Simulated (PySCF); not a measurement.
# TlPb: bond curves at several levels of theory

Aim: find the lowest electronic state of TlPb, scan its bond at several levels of theory, and get bond length, wavenumber and dissociation energy from each curve.

Computed with PySCF 2.14.0. Level: Tl def2-SVP with ECP60, Pb def2-SVP with ECP60, scalar-relativistic core potentials.

## Step 1: The job

Settings of the job:

```json
{
 "atoms": "Tl, Pb",
 "charge": "0",
 "basis": "Tl def2-SVP with ECP60, Pb def2-SVP with ECP60",
 "Hamiltonian": "scalar-relativistic core potentials",
 "basis functions": "52",
 "electrons treated": "43",
 "masses in u": "204.9744, 207.9766",
 "levels": "PBE0, PBE, r²SCAN, BHandHLYP, PBEsol, BP86, HF, MP2, SCS-MP2, CCSD, CCSD(T)",
 "grid": "80 radial by 434 angular points",
 "occupations": "held fixed by the projection of orbital angular momentum",
 "dissociation limit": "Tl + Pb, each in its ground configuration",
 "starting distance in angstrom": "2.825",
 "values of 2S to try": "1, 3"
}
```

After this run come: First curve: PBE0; Other states along the same grid; PBE; r²SCAN; BHandHLYP; PBEsol (GGA); BP86 (GGA); UHF (mean field); Adding correlation.

Before running it: what results should come out? Wanted: for each run, Re; ωe; De; μ.

The runs gave:

Lowest PBE0 solution found, without spin–orbit coupling: ⁴Σ⁻ (quartet), unpaired electrons σ ↑, π ↑↑. State 2 has its PBE0 minimum 0.41 eV higher, as a spin-mixed determinant (⟨S²⟩ = 1.76), so this is no gap between pure states. State 3 has its PBE0 minimum 0.42 eV higher, as a spin-mixed determinant (⟨S²⟩ = 1.76), so this is no gap between pure states. State 4 has its PBE0 minimum 0.64 eV higher. The other levels ran on the lowest alone.

| level | Re (Å) | ωe (cm⁻¹) | De (eV) | μ (D) |
| --- | --- | --- | --- | --- |
| UHF | 3.057 | 94.1 | 1.08 | -3.36 |
| UHF-MP2 | 2.965 | 109.5 | 1.66 | n/a |
| UHF-SCS-MP2 | 2.983 | 105.9 | 1.45 | n/a |
| UHF-CCSD | 3.001 | 104.1 | 1.56 | n/a |
| UHF-CCSD(T) | 2.998 | 104.5 | 1.63 | n/a |
| PBE | 3.009 | 98.7 | 1.98 | -1.44 |
| PBEsol | 2.958 | 104.8 | 2.17 | -1.34 |
| BP86 | 3.011 | 98.2 | 1.96 | -1.45 |
| r²SCAN | 2.971 | 104.0 | 1.96 | -1.78 |
| PBE0 | 2.970 | 104.7 | 1.85 | -1.81 |
| BHandHLYP | 2.982 | 104.0 | 1.55 | -2.06 |

De is counted to Tl + Pb in their ground configurations. A positive dipole means Tl(−)Pb(+).

Differences from CCSD(T) in the same basis:

| level | Re (mÅ) | ωe (%) |
| --- | --- | --- |
| UHF | +59 | -10.0 |
| UHF-MP2 | -33 | +4.7 |
| UHF-SCS-MP2 | -15 | +1.3 |
| UHF-CCSD | +3 | -0.4 |
| PBE | +12 | -5.6 |
| PBEsol | -40 | +0.3 |
| BP86 | +13 | -6.0 |
| r²SCAN | -27 | -0.5 |
| PBE0 | -27 | +0.2 |
| BHandHLYP | -16 | -0.5 |

In words: Against CCSD(T) in the same basis, the bond length is nearest at UHF-CCSD (+3 mÅ) and farthest at UHF (+59 mÅ); the wavenumber is nearest at PBE0 (+0.2 %) and farthest at UHF (-10.0 %). CCSD(T) in a basis this small is itself some way from its limit, more so than the functionals. Of the levels with a De here, UHF gives the least (1.08 eV) and PBEsol the most (2.17 eV).

Correlated steps freeze 8 core orbitals. These are scalar-relativistic numbers at best; spin–orbit coupling would shift them, the dissociation energy most. With spin–orbit coupling the term label itself may not hold.
